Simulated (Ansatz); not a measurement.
**GeAsH (singlet): from Hartree-Fock to the top rungs, cc-pVDZ**

How much of the correlation energy of GeAsH (singlet) does each wave-function method recover here?

Program: Ansatz 0.2.0, Gaussian basis. Level of theory: cc-pVDZ, core rule «outside noble gas», up to 28 orbitals frozen. These are calculated values, not measurements.

The runs, in order: UHF; CCSD(T) on RHF; CCSD(T) on UHF; BCCD(T) on RHF; CISD; CCSDT(Q) on RHF; CCSDT(Q) on UHF; CASSCF and MRCISD+Q, 10 electrons in 9 orbitals; CASSCF and NEVPT2, 10 electrons in 9 orbitals.

25 further runs of the same task are left out: 9 that didn't finish, 16 set aside as unsound or not needed.

## 1. What is computed

The geometry is a PBE0/def2-TZVP stationary point (not a proven minimum) of the parent state, kept for this charge and spin. No spin-orbit coupling is included. The filled d shell of Ge, As may be among the frozen orbitals whatever the setting's name suggests; the logs give the count.

3 atoms, charge 0, spin multiplicity 1.

Atoms are counted from 1 here; the program's logs count them from 0.

Bond lengths: Ge1–As2 2.457 Å, As2–H3 1.533 Å. Angles: Ge1–As2–H3 96.1°.

Coordinates:

```mol
AsGeH
  3D, bonds by distance, orders not assigned

  3  2  0  0  0  0  0  0  0  0999 V2000
    0.0000    0.0162    1.2570 Ge  0  0
    0.0000   -0.0357   -1.1999 As  0  0
    0.0000    1.4852   -1.3949 H   0  0
  1  2  8  0
  2  3  8  0
M  END
```

## 2. UHF

in.yaml

```yaml
crystal:
  periodic: [false, false, false]
  atoms:
    - {symbol: Ge, position_ang: [0.000000, 0.016167, 1.256970]}
    - {symbol: As, position_ang: [0.000000, -0.035655, -1.199925]}
    - {symbol: H, position_ang: [0.000000, 1.485199, -1.394932]}
basis:
  gaussian: {orbitals: cc-pVDZ}
magnetization: {spin_polarized: true, initial_magnetization: 0}
hamiltonian: {xc: hf}
output: {orbitals: {seedname: orbitals}}
```

Started as:

```bash
ansatz run in.yaml --threads 1 --pin off --events-out ev --progress --plain --max-ram 2393MiB
```

The runs that follow: CCSD(T) on RHF; CCSD(T) on UHF; BCCD(T) on RHF; CISD; CCSDT(Q) on RHF; CCSDT(Q) on UHF; CASSCF and MRCISD+Q, 10 electrons in 9 orbitals; CASSCF and NEVPT2, 10 electrons in 9 orbitals.

Q: Predict the results of all the runs planned. Wanted: RCCSDT(Q) from the RHF energy; RMP2 from RCCSDT(Q); UMP2 from RCCSDT(Q); RCCSD from RCCSDT(Q); RCCSD(T) from RCCSDT(Q); UCCSD(T) from RCCSDT(Q); UCCSDT(Q) from RCCSDT(Q); NEVPT2 valence from RCCSDT(Q); MRCISD+Q valence from RCCSDT(Q).

The runs gave:

```
                         quantity                                        value
    RCCSDT(Q) from the RHF energy                                   -6.1459 eV
              RMP2 from RCCSDT(Q)                                  +1189.9 meV
              UMP2 from RCCSDT(Q)                                  +1614.3 meV
             RCCSD from RCCSDT(Q)                                   +376.6 meV
          RCCSD(T) from RCCSDT(Q)                                    +69.0 meV
          UCCSD(T) from RCCSDT(Q)                                   +140.6 meV
         UCCSDT(Q) from RCCSDT(Q)                                     +0.3 meV
    NEVPT2 valence from RCCSDT(Q)                                   +830.0 meV
  MRCISD+Q valence from RCCSDT(Q)                                     +7.8 meV
levels within 1 kcal/mol (43 meV)  RCCSDT, UCCSDT, UCCSDT(Q), MRCISD+Q valence
                    T1 diagnostic                                        0.030
   effectively unpaired electrons                                         0.21
```

What this shows: RCCSD(T) lands +69.0 meV from the yardstick (1.1 % of the correlation energy). CCSD(T) misses by +69.0 meV on the restricted determinant and by +140.6 meV on the unrestricted one; the two need not hold the same state or core. The occupations show some static correlation. Of the multireference levels listed MRCISD+Q valence comes nearest in total energy (+7.8 meV), which doesn't show that its space is the better one. These misses are within one basis, not against nature.
